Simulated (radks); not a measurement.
# The series with 45 electrons, Sb⁶⁺ to Lu²⁶⁺

The task here is to estimate one member of a computed series from the others.

The numbers are computed with radks (a radial shooting solver on a logarithmic mesh, Libxc functionals) version 1 (scalar-relativistic Kohn-Sham, PBE, spin-polarised, spherical densities, finite nucleus; open shells are filled with parallel spins first), except any that are marked as measured or tabulated.

## Starting point

| Item | Value |
| --- | --- |
| electrons | 45 |
| ions | Sb⁶⁺, Te⁷⁺, I⁸⁺, Xe⁹⁺, Cs¹⁰⁺, Ba¹¹⁺, La¹²⁺, Ce¹³⁺, Pr¹⁴⁺, Nd¹⁵⁺, Pm¹⁶⁺, Sm¹⁷⁺, Eu¹⁸⁺, Gd¹⁹⁺, Tb²⁰⁺, Dy²¹⁺, Ho²²⁺, Er²³⁺, Tm²⁴⁺, Yb²⁵⁺, Lu²⁶⁺ |
| configuration | [Kr] 4d9 |

Outer shells as boxes (Hund's rule):

[Kr] 4d9
```
[Kr] core
4d [↑↓][↑↓][↑↓][↑↓][↑ ]
```

Set-up of the first run:

The run's settings:

```text
Z 51
configuration [Kr] 4d9 5s0 5p0 4f0
relativity scalar-relativistic
functional pbe,pbe
spin polarised
nucleus finite rms 4.6802 fm
c 137.035999084
```

Steps of the session up to this table: Sb⁶⁺.

One table of the session follows, with a row left open; its other results are not shown here.

It belongs to the step «Sb⁶⁺». From the orbitals of this run (lengths in bohr):

```
  level     <r>  outermost maximum (interpolated)  90 % within  nodes
  4d up       ?                                 ?            ?      ?
4d down  0.9754                             0.834         1.48      1
  5s up   1.794                              1.68         2.53      4
5s down   1.799                              1.68         2.54      4
  5p up   1.993                              1.86         2.82      3
5p down   1.999                              1.87         2.83      3
  4f up   1.623                              1.26         2.63      0
4f down   1.646                              1.28         2.67      0
```

Q: Estimate the row for 4d up from the others.

As computed: <r>: 0.9739; outermost maximum (interpolated): 0.834; 90 % within: 1.47; nodes: 1. In the column «<r>» it is the lowest.
